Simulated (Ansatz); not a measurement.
**CH₄AlBO₂: a ladder of functionals and wavefunction methods**

Aim: compute CH₄AlBO₂ with functionals from several rungs and with coupled cluster, and see how far each lands from CCSD(T) at the basis-set limit for the atomisation energy.

Program: Ansatz 0.2.0, Gaussian basis. Level of theory: functionals in def2-TZVPP, the program's frozen cores in correlated methods. These are calculated values, not measurements.

Plan: LDA (SPW92), PBE-D4, revPBE-D4, BLYP-D4, r2SCAN-D4, B97M-V, PBE0-D4, B3LYP-D4, r2SCANh-D4, r2SCAN0-D4, HSE06-D4, BHLYP-D4, CAM-B3LYP-D4, LC-ωPBE, ωB97X-V, ωB97M-V, B2PLYP, PBE-QIDH; CCSD(T)/def2-SVP; CCSD(T)/def2-TZVPP; MP2/def2-QZVPP; extrapolation to the limit; RPA on PBE.

### 1 Structure used throughout

All runs share one geometry, relaxed beforehand with PBE0-D4 in a triple-zeta def2 set.

9 atoms, charge 0, spin multiplicity 1.

Atoms are counted from 1 here; the program's logs count them from 0.

Bond lengths: B1–O2 1.375 Å, B1–H6 1.190 Å, B1–H7 1.192 Å, O2–C3 1.325 Å, C3–O4 1.250 Å, C3–Al5 1.944 Å, O4–Al5 1.959 Å, Al5–H8 1.577 Å, Al5–H9 1.577 Å. Angles: O2–B1–H6 115.5°, O2–B1–H7 119.6°, H6–B1–H7 124.8°, B1–O2–C3 124.6°, O2–C3–O4 119.8°, O2–C3–Al5 168.1°, O4–C3–Al5 72.0°, C3–O4–Al5 70.7°, C3–Al5–O4 37.4°, C3–Al5–H8 116.5°, C3–Al5–H9 117.1°, O4–Al5–H8 113.1°, O4–Al5–H9 113.1°, H8–Al5–H9 126.0°.

### 2 LDA

This LDA is Slater exchange with PW92 correlation.

in.yaml

```yaml
crystal:
  periodic: [false, false, false]
  atoms:
    - {symbol: B, position_ang: [1.614270, 1.134125, -0.896309]}
    - {symbol: O, position_ang: [0.740616, 1.082306, 0.164757]}
    - {symbol: C, position_ang: [-0.173066, 0.138680, 0.341975]}
    - {symbol: O, position_ang: [-0.780958, -0.330407, -0.644648]}
    - {symbol: Al, position_ang: [-1.466781, -1.158294, 0.992505]}
    - {symbol: H, position_ang: [2.241048, 2.141047, -0.996117]}
    - {symbol: H, position_ang: [1.736213, 0.184726, -1.605865]}
    - {symbol: H, position_ang: [-0.941155, -2.629726, 1.207645]}
    - {symbol: H, position_ang: [-2.881788, -0.608757, 1.418858]}
basis:
  gaussian: {orbitals: def2-TZVPP}
hamiltonian: {xc: lda}
output: {orbitals: {seedname: orbitals}}
```

Started as:

```console
$ ansatz run in.yaml --threads 2 --pin off --events-out ev --progress --plain --max-ram 4352MiB
```

Further steps of the session: PBE-D4 (GGA); revPBE-D4 (GGA); BLYP-D4 (GGA); r2SCAN-D4 (meta-GGA); B97M-V (meta-GGA); PBE0-D4 (hybrid); B3LYP-D4 (hybrid); r2SCANh-D4 (hybrid); r2SCAN0-D4 (hybrid); HSE06-D4 (hybrid); BHLYP-D4 (hybrid); CAM-B3LYP-D4 (range-separated); LC-ωPBE (range-separated); ωB97X-V (range-separated); ωB97M-V (range-separated); B2PLYP (double hybrid); PBE-QIDH (double hybrid); CCSD(T) in def2-SVP; CCSD(T) in def2-TZVPP; MP2 in def2-QZVPP; RPA on PBE orbitals.

Q: Predict the results of all the runs planned. Wanted: atomisation energy, CCSD(T)/CBS; farthest beyond LDA; mean size of error, GGA; mean size of error, meta-GGA; mean size of error, hybrid; mean size of error, range-separated; mean size of error, double hybrid; gap, smallest and largest; T1 diagnostic.

As calculated:

| quantity | value |
| --- | --- |
| atomisation energy, CCSD(T)/CBS | 799.6 kcal/mol |
| functionals within 4.0 kcal/mol (0.5 %) | revPBE-D4, PBE0-D4, B3LYP-D4, r2SCANh-D4, HSE06-D4, LC-ωPBE |
| farthest beyond LDA | BHLYP-D4 (-29.2 kcal/mol) |
| mean size of error, GGA | 9.2 kcal/mol |
| mean size of error, meta-GGA | 8.3 kcal/mol |
| mean size of error, hybrid | 7.5 kcal/mol |
| mean size of error, range-separated | 5.1 kcal/mol |
| mean size of error, double hybrid | 6.1 kcal/mol |
| gap, smallest and largest | 3.58 eV (LDA (SPW92)), 11.44 eV (LC-ωPBE) |
| T1 diagnostic | 0.0170 |
| triples share of the correlation energy | 3.9 % |

**Reading.** The LDA atomisation energy is off by 126.6 kcal/mol (16 %): it overbinds. PBE-D4 misses by +19.8 kcal/mol. Double hybrids carry the basis error of their MP2 part in triple zeta, and no dispersion term here, so their miss is partly the set-up's. Taken by rung, range-separated functionals do best (5.1 kcal/mol on average) and GGA ones worst beyond LDA (9.2 kcal/mol). The gap between the best rungs is small, so their order is not settled. The reference freezes the cores and leaves out relativity and excitations past (T), so misses under about 4.0 kcal/mol can't be ranked. Hartree-Fock recovers 72 % of the binding; the rest is correlation. CCSD(T) in def2-SVP is off by -38.2 kcal/mol, which most functionals beat. The gap grows from 3.6 to 11.4 eV across the functionals, mostly with the share of exact exchange.
